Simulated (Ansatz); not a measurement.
# C₃H₆OSn: small, medium and large basis sets

The task here is to estimate one member of a computed series from the others.

Computed with Ansatz 0.2.0, Gaussian basis. Level: one geometry, several basis sets.

Plan: PBE0-D4/def2-SVP; ωB97M-V/def2-SVP; PBE0-D4/def2-QZVPP; ωB97M-V/def2-QZVPP; the functionals' def2-TZVPP values are taken from earlier runs.

## The geometry

The geometry comes from an earlier relaxation with PBE0-D4 in a triple-zeta def2 set; it is a stationary point, not always the lowest conformer. Sn takes the def2 core potential; no spin-orbit term is included.

SMILES `C#[C][SnH2][O]C`, 11 atoms, charge 0, spin multiplicity 1.

Atoms are counted from 1 here; the program's logs count them from 0.

Bond lengths: C1–C2 1.207 Å, C1–H6 1.066 Å, C2–Sn3 2.083 Å, Sn3–O4 1.960 Å, Sn3–H7 1.704 Å, Sn3–H8 1.694 Å, O4–C5 1.406 Å, C5–H9 1.094 Å, C5–H10 1.099 Å, C5–H11 1.098 Å. Angles: C2–C1–H6 179.9°, C1–C2–Sn3 179.6°, C2–Sn3–O4 106.4°, C2–Sn3–H7 108.9°, C2–Sn3–H8 111.6°, O4–Sn3–H7 108.8°, O4–Sn3–H8 104.9°, H7–Sn3–H8 115.8°, Sn3–O4–C5 119.2°, O4–C5–H9 108.1°, O4–C5–H10 112.4°, O4–C5–H11 112.4°, H9–C5–H10 107.7°, H9–C5–H11 107.9°, H10–C5–H11 108.0°.

Geometry (Å):

```xyz
11
charge 0, multiplicity 1
C    -1.8916    0.5829    1.9913
C    -0.9397    0.0019    1.5306
Sn    0.7049   -0.9905    0.7251
O     0.5613   -0.8107   -1.2212
C     0.4295    0.4705   -1.7840
H    -2.7345    1.0948    2.3971
H     2.1284   -0.2110    1.2446
H     0.6302   -2.6578    1.0141
H     0.3224    0.3572   -2.8667
H     1.3099    1.1026   -1.5992
H    -0.4556    1.0032   -1.4112
```

Set-up of the first run:

in.yaml reads:

```yaml
crystal:
  periodic: [false, false, false]
  atoms:
    - {symbol: C, position_ang: [-1.891554, 0.582939, 1.991301]}
    - {symbol: C, position_ang: [-0.939713, 0.001856, 1.530588]}
    - {symbol: Sn, position_ang: [0.704853, -0.990472, 0.725111]}
    - {symbol: O, position_ang: [0.561298, -0.810735, -1.221215]}
    - {symbol: C, position_ang: [0.429535, 0.470508, -1.784002]}
    - {symbol: H, position_ang: [-2.734456, 1.094758, 2.397129]}
    - {symbol: H, position_ang: [2.128415, -0.211013, 1.244570]}
    - {symbol: H, position_ang: [0.630182, -2.657798, 1.014127]}
    - {symbol: H, position_ang: [0.322442, 0.357187, -2.866665]}
    - {symbol: H, position_ang: [1.309853, 1.102559, -1.599188]}
    - {symbol: H, position_ang: [-0.455556, 1.003210, -1.411156]}
basis:
  gaussian: {orbitals: def2-SVP}
hamiltonian: {xc: pbe0, dispersion: d4}
output: {orbitals: {seedname: orbitals}}
```

On the command line:

```bash
$ ansatz run in.yaml --threads 4 --pin off --events-out ev --progress --plain --max-ram 10444MiB
```

Among the steps run: PBE0-D4 in def2-SVP; ωB97M-V in def2-SVP; PBE0-D4 in def2-QZVPP; ωB97M-V in def2-QZVPP.

One table of the session follows, with a row left open; its other results are not shown here.

It belongs to the step «Functionals by basis». 

| functional | basis | HOMO (eV) |
| --- | --- | --- |
| PBE0-D4 | def2-SVP | -7.46 |
| PBE0-D4 | def2-TZVPP | ? |
| PBE0-D4 | def2-QZVPP | -7.68 |
| ωB97M-V | def2-SVP | -9.84 |
| ωB97M-V | def2-TZVPP | -10.05 |
| ωB97M-V | def2-QZVPP | -10.09 |

Estimate the missing values for PBE0-D4, def2-TZVPP.

As computed: HOMO (eV): -7.64. In the column «HOMO (eV)» it lies between PBE0-D4, def2-QZVPP (-7.68) and PBE0-D4, def2-SVP (-7.46).
